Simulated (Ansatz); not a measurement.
**CeC: LAPW beside PAW**

Aim: solve CeC at one geometry with LAPW, all electrons and PAW on the default files, and see where they agree. These runs are one point of a series: no spin polarisation.

Computed with Ansatz 0.2.0 (DFT PBE, with the methods named in each step, unless a step's input says otherwise).

1 further run of the same task is left out (set aside as unsound or not needed).

### 1 The starting structure

The structure is cubic, space group Fm-3m (No. 225). The conventional cell has a = 5.192 Å, b = 5.192 Å, c = 5.192 Å, α = 90.00°, β = 90.00°, γ = 90.00°. Around Ce (site symmetry m-3m) lie 6 C at 2.60 Å. Around C (site symmetry m-3m) lie 6 Ce at 2.60 Å.

Coordinates:

```cif
data_structure
_symmetry_space_group_name_H-M 'P 1'
_symmetry_Int_Tables_number 1
_cell_length_a 3.6713
_cell_length_b 3.6713
_cell_length_c 3.6713
_cell_angle_alpha 60.000
_cell_angle_beta 60.000
_cell_angle_gamma 60.000
_cell_volume 34.99
loop_
_atom_site_label
_atom_site_type_symbol
_atom_site_fract_x
_atom_site_fract_y
_atom_site_fract_z
_atom_site_occupancy
Ce1 Ce 0.00000 0.00000 0.00000 1
C1 C 0.50000 0.50000 0.50000 1
```

The structure (rocksalt type) was typed from a prototype and relaxed by PAW; whether it is the ground state wasn't tested.

Atoms are numbered in the order of the input: Ce1, C2.

### 2 LAPW, all electrons

input.yaml reads:

```yaml
crystal:
  lattice:
    - [0.0, 2.5960188331, 2.5960188331]
    - [2.5960188331, 0.0, 2.5960188331]
    - [2.5960188331, 2.5960188331, 0.0]
  atoms:
    - { symbol: Ce, position: [0.0, 0.0, 0.0] }
    - { symbol: C, position: [0.5, 0.5, 0.5] }
kpoints:
  mp_grid: { grid: [12, 12, 12] }
scf:
  occupations: { method: fermi_dirac, width: 0.08 }
hamiltonian:
  xc: pbe
  pseudopotentials: { kind: all_electron, lapw: { basis_error: 0.001 } }
output:
  forces: true
  stress: true
  eigenvalues: true
  dos: { projected: true, de: 0.2, e_range: [-14, 8] }
```

### 3 PAW on the default files

Edit input.yaml of step 2 so:

```diff
@@ -14,3 +14,3 @@
   xc: pbe
-  pseudopotentials: { kind: all_electron, lapw: { basis_error: 0.001 } }
+  pseudopotentials: { kind: paw }
 output:
@@ -19,2 +19,2 @@
   eigenvalues: true
-  dos: { projected: true, de: 0.2, e_range: [-14, 8] }
+  efg: { contact_densities: true }
```

(Steps that only read results are left out.)

Q: Predict the outcome of this session. Wanted: pressure; gap.

The runs gave:

| quantity | value |
| --- | --- |
| pressure | LAPW 0.03, PAW 0.04 GPa |
| gap (LAPW) | none |

What this shows: The pressure is within half a GPa of zero, so the volume is close to equilibrium at this level. There is no gap at this level: the crystal is a metal or semimetal here, or the functional closes a real gap. Spin-orbit coupling is left out of this run, though the cell holds Ce; it can open or close small gaps. Ce 4f carries the largest share, 50 %, of the projected states within 0.3 eV of the Fermi level. The projection holds only the free atom's occupied shells (Ce 6s, Ce 5p, Ce 5d, Ce 4f, C 2s, C 2p in this range). In pressure, PAW differs from LAPW by +0.01 GPa. LAPW took about 5 times as long as PAW (25 s against 5.2 s, on a shared host and with the outputs that each input asks for).
